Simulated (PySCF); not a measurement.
# PbF: from the state search to spectroscopic constants

An exercise on one series of results from a longer session: the logs are not shown, and one member is left open.

Computed with PySCF 2.14.0. Level: Pb def2-SVPD with ECP60, F def2-SVPD, scalar-relativistic core potentials.

The first run:

The job is set up so:

* atoms: Pb, F
* charge: 0
* basis: Pb def2-SVPD with ECP60, F def2-SVPD
* Hamiltonian: scalar-relativistic core potentials
* basis functions: 55
* electrons treated: 31
* masses in u: 207.9766, 18.9984
* levels: PBE0, PBE, r²SCAN, M06-2X, BLYP, revPBE, CAM-B3LYP, HF, MP2, SCS-MP2, CCSD, CCSD(T)
* grid: 80 radial by 434 angular points
* occupations: held fixed by the projection of orbital angular momentum
* dissociation limit: Pb + F, each in its ground configuration
* starting distance in angstrom: 2.010
* values of 2S to try: 1, 3

Run with:

```
$ OMP_NUM_THREADS=1 python dia.py task.json out
```

Steps of the session up to this table: The job; The PBE0 curve of the state that the search chose; Other states along the same grid; PBE (GGA); r²SCAN; M06-2X (hybrid meta-GGA); BLYP; revPBE (GGA); CAM-B3LYP (range-separated hybrid); UHF (mean field); MP2 and coupled cluster.

One table of the session follows, with a row left open; its other results are not shown here.

It belongs to the step «The curves together». Energy (eV) from each level's lowest point:

```
R (Å)    UHF  UHF-MP2  UHF-SCS-MP2  UHF-CCSD  UHF-CCSD(T)
1.802  1.065    1.191        1.208       n/a          n/a
1.885  0.441    0.525        0.536     0.513        0.533
1.969  0.118    0.165        0.172     0.158        0.170
2.032  0.016    0.038        0.041     0.035        0.040
2.095  0.000    0.000        0.000     0.000        0.000
2.158  0.048    0.029        0.026     0.032        0.026
2.242      ?        ?            ?         ?            ?
2.346  0.419    0.360        0.347     0.368        0.348
2.472  0.758    0.684        0.665     0.694        0.665
2.640  1.236    1.155        1.130       n/a          n/a
```

**Question.** Estimate the row for R (Å) = 2.242.

Worked estimate for «UHF». A straight line through the neighbours (2.158, 0.048) and (2.346, 0.419) gives 0.048 + (0.419 − 0.048) × (2.242 − 2.158) / (2.346 − 2.158) = 0.214; a parabola fitted to 4 rows on both sides gives 0.192.

As computed: UHF: 0.181; UHF-MP2: 0.141; UHF-SCS-MP2: 0.134; UHF-CCSD: 0.147; UHF-CCSD(T): 0.135. In «UHF» the line misses by +0.033 and the parabola by +0.011.
